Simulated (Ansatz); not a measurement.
**CH8SSi2: a ladder of functionals and wavefunction methods**

An exercise on one series of results from a longer session: the logs are not shown, and one member is left open.

Method: functionals in def2-TZVPP, the program's frozen cores in correlated methods; program: Ansatz 0.2.0, Gaussian basis.

Plan: PBE-D4, r2SCAN-D4, PBE0-D4, B3LYP-D4, ωB97X-V, ωB97M-V, B2PLYP; CCSD(T)/def2-TZVPP; MP2/def2-QZVPP; extrapolation to the limit.

## Structure used throughout

An earlier PBE0-D4 in a triple-zeta def2 set relaxation fixed the geometry.

SMILES `[SiH3]C([SiH3])S`, 12 atoms, charge 0, spin multiplicity 1.

Atoms are counted from 1 here; the program's logs count them from 0.

Bond lengths: Si1–C2 1.879 Å, Si1–H5 1.490 Å, Si1–H6 1.487 Å, Si1–H7 1.484 Å, C2–Si3 1.879 Å, C2–S4 1.826 Å, C2–H8 1.096 Å, Si3–H9 1.484 Å, Si3–H10 1.487 Å, Si3–H11 1.490 Å, S4–H12 1.344 Å. Angles: C2–Si1–H5 110.7°, C2–Si1–H6 108.3°, C2–Si1–H7 110.1°, H5–Si1–H6 108.8°, H5–Si1–H7 109.5°, H6–Si1–H7 109.5°, Si1–C2–Si3 116.2°, Si1–C2–S4 109.4°, Si1–C2–H8 108.3°, Si3–C2–S4 109.4°, Si3–C2–H8 108.3°, S4–C2–H8 104.7°, C2–Si3–H9 110.1°, C2–Si3–H10 108.3°, C2–Si3–H11 110.7°, H9–Si3–H10 109.5°, H9–Si3–H11 109.5°, H10–Si3–H11 108.8° and more.

Geometry (Å):

```xyz
12
CH8SSi2
Si   -0.7718    1.4334    0.2537
C    -0.2502   -0.1528   -0.6072
Si    1.4226   -0.8517   -0.1143
S    -1.5358   -1.4268   -0.3636
H     0.2504    2.4992    0.0587
H    -0.8999    1.1543    1.7086
H    -2.0777    1.8963   -0.2788
H    -0.2413    0.0298   -1.6874
H     1.7258   -2.0620   -0.9183
H     1.3708   -1.2134    1.3271
H     2.4966    0.1606   -0.3157
H    -1.4123   -1.5220    0.9710
```

Set-up of the first run:

File in.yaml:

```yaml
crystal:
  periodic: [false, false, false]
  atoms:
    - {symbol: Si, position_ang: [-0.771841, 1.433443, 0.253720]}
    - {symbol: C, position_ang: [-0.250204, -0.152829, -0.607157]}
    - {symbol: Si, position_ang: [1.422567, -0.851745, -0.114308]}
    - {symbol: S, position_ang: [-1.535779, -1.426802, -0.363552]}
    - {symbol: H, position_ang: [0.250356, 2.499221, 0.058749]}
    - {symbol: H, position_ang: [-0.899919, 1.154324, 1.708626]}
    - {symbol: H, position_ang: [-2.077699, 1.896348, -0.278789]}
    - {symbol: H, position_ang: [-0.241274, 0.029777, -1.687353]}
    - {symbol: H, position_ang: [1.725846, -2.062018, -0.918287]}
    - {symbol: H, position_ang: [1.370779, -1.213430, 1.327053]}
    - {symbol: H, position_ang: [2.496551, 0.160589, -0.315700]}
    - {symbol: H, position_ang: [-1.412284, -1.521978, 0.970999]}
basis:
  gaussian: {orbitals: def2-TZVPP}
hamiltonian: {xc: pbe, dispersion: d4}
output: {forces: true, orbitals: {seedname: orbitals}}
```

Command:

```sh
ansatz run in.yaml --threads 4 --pin off --events-out ev --progress --plain --max-ram 10444MiB
```

Steps of the session up to this table: PBE-D4 (GGA); r2SCAN-D4 (meta-GGA); PBE0-D4 (hybrid); B3LYP-D4 (hybrid); ωB97X-V (range-separated); ωB97M-V (range-separated); B2PLYP (double hybrid); CCSD(T) in def2-TZVPP; MP2 in def2-QZVPP.

One table of the session follows, with a row left open; its other results are not shown here.

It belongs to the step «Atomisation energies». 

| method | atomisation energy (kJ/mol) |
| --- | --- |
| PBE-D4 | 3730.4 |
| r2SCAN-D4 | 3742.3 |
| PBE0-D4 | 3714.9 |
| B3LYP-D4 | 3738.0 |
| ωB97X-V | ? |
| ωB97M-V | 3759.1 |
| B2PLYP | 3683.3 |
| HF/def2-TZVPP | 2805.5 |
| MP2/def2-TZVPP | 3645.3 |
| CCSD/def2-TZVPP | 3612.3 |
| CCSD(T)/def2-TZVPP | 3653.8 |
| MP2/CBS | 3742.2 |
| CCSD(T)/CBS | 3750.8 |

**Question.** Estimate the row for ωB97X-V.

The run gave: atomisation energy (kJ/mol): 3774.0. In the column «atomisation energy (kJ/mol)» it is the highest.
